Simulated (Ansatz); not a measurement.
**CH₆OSi₂: a ladder of functionals and wavefunction methods**

The task here is to estimate one member of a computed series from the others.

Computed with Ansatz 0.2.0, Gaussian basis. Level: functionals in def2-TZVPP, the program's frozen cores in correlated methods.

Levels to be run: LDA (SPW92), PBE-D4, revPBE-D4, BLYP-D4, r2SCAN-D4, B97M-V, PBE0-D4, B3LYP-D4, r2SCANh-D4, r2SCAN0-D4, HSE06-D4, BHLYP-D4, CAM-B3LYP-D4, LC-ωPBE, ωB97X-V, ωB97M-V, B2PLYP, PBE-QIDH; CCSD(T)/def2-SVP; CCSD(T)/def2-TZVPP; MP2/def2-QZVPP; extrapolation to the limit; RPA on PBE.

### The relaxed structure

The geometry comes from an earlier relaxation with PBE0-D4 in a triple-zeta def2 set; it is a stationary point, not always the lowest conformer.

10 atoms, charge 0, spin multiplicity 1.

Atoms are counted from 1 here; the program's logs count them from 0.

Bond lengths: C1–Si2 1.858 Å, C1–H5 1.091 Å, C1–H6 1.097 Å, C1–H7 1.092 Å, Si2–O3 1.596 Å, Si2–H8 1.487 Å, O3–Si4 1.674 Å, Si4–H9 1.500 Å, Si4–H10 1.504 Å. Angles: Si2–C1–H5 111.4°, Si2–C1–H6 108.5°, Si2–C1–H7 111.0°, H5–C1–H6 108.2°, H5–C1–H7 109.0°, H6–C1–H7 108.7°, C1–Si2–O3 114.3°, C1–Si2–H8 114.6°, O3–Si2–H8 111.5°, Si2–O3–Si4 160.1°, O3–Si4–H9 104.4°, O3–Si4–H10 105.5°, H9–Si4–H10 105.4°.

As a file:

```xyz
10

C    -1.1231   -0.0040   -1.3654
Si   -0.1915   -1.1231   -0.2119
O     0.6355   -0.3590    0.9197
Si    1.3185    0.8938    1.7952
H    -0.4479    0.6536   -1.9150
H    -1.8012    0.6211   -0.7710
H    -1.7138   -0.5821   -2.0787
H    -0.9991   -2.2345    0.3582
H     2.4843    0.2648    2.4988
H     1.9210    1.8182    0.7730
```

Set-up of the first run:

The input, in.yaml:

```yaml
crystal:
  periodic: [false, false, false]
  atoms:
    - {symbol: C, position_ang: [-1.123107, -0.004014, -1.365426]}
    - {symbol: Si, position_ang: [-0.191538, -1.123139, -0.211925]}
    - {symbol: O, position_ang: [0.635483, -0.358973, 0.919679]}
    - {symbol: Si, position_ang: [1.318543, 0.893813, 1.795201]}
    - {symbol: H, position_ang: [-0.447853, 0.653596, -1.914963]}
    - {symbol: H, position_ang: [-1.801183, 0.621149, -0.770975]}
    - {symbol: H, position_ang: [-1.713844, -0.582074, -2.078723]}
    - {symbol: H, position_ang: [-0.999052, -2.234499, 0.358188]}
    - {symbol: H, position_ang: [2.484331, 0.264820, 2.498799]}
    - {symbol: H, position_ang: [1.921019, 1.818221, 0.773042]}
basis:
  gaussian: {orbitals: def2-TZVPP}
hamiltonian: {xc: lda}
output: {orbitals: {seedname: orbitals}}
```

On the command line:

```bash
$ ansatz run in.yaml --threads 2 --pin off --events-out ev --progress --plain --max-ram 4352MiB
```

Steps of the session up to this table: LDA; PBE-D4 (GGA); revPBE-D4 (GGA); BLYP-D4 (GGA); r2SCAN-D4 (meta-GGA); B97M-V (meta-GGA); PBE0-D4 (hybrid); B3LYP-D4 (hybrid); r2SCANh-D4 (hybrid); r2SCAN0-D4 (hybrid); HSE06-D4 (hybrid); BHLYP-D4 (hybrid); CAM-B3LYP-D4 (range-separated); LC-ωPBE (range-separated); ωB97X-V (range-separated); ωB97M-V (range-separated); B2PLYP (double hybrid); PBE-QIDH (double hybrid).

One of the session's tables, all rows but one given; the rest of the session is left out.

It belongs to the step «Orbital energies across the functionals». 

| functional | HOMO (eV) | LUMO (eV) | gap (eV) |
| --- | --- | --- | --- |
| LDA (SPW92) | -4.49 | -3.64 | 0.86 |
| PBE-D4 | -4.40 | -3.54 | 0.86 |
| revPBE-D4 | -4.36 | -3.50 | 0.86 |
| BLYP-D4 | -4.27 | -3.42 | 0.84 |
| r2SCAN-D4 | -4.49 | -3.57 | 0.91 |
| B97M-V | -4.56 | -3.67 | 0.88 |
| PBE0-D4 | -4.96 | -3.07 | 1.89 |
| B3LYP-D4 | -4.88 | -3.21 | 1.67 |
| r2SCANh-D4 | -4.70 | -3.38 | 1.32 |
| r2SCAN0-D4 | -5.02 | -3.10 | 1.92 |
| HSE06-D4 | -4.62 | -3.41 | 1.21 |
| BHLYP-D4 | ? | ? | ? |
| CAM-B3LYP-D4 | -5.79 | -2.32 | 3.46 |
| LC-ωPBE | -6.61 | -1.61 | 5.00 |
| ωB97X-V | -6.44 | -1.57 | 4.87 |
| ωB97M-V | -6.38 | -1.57 | 4.81 |

**Question.** Estimate the row for BHLYP-D4.

Worked estimate for «HOMO (eV)». Against the share of exact exchange, BLYP-D4 (0, -4.27), B3LYP-D4 (0.2, -4.88) give a slope of -3.05 per unit share; at 0.5 the line stands at -5.79.

**Answer.** HOMO (eV): -5.40; LUMO (eV): -2.50; gap (eV): 2.90. In «HOMO (eV)» the line misses by -0.39.
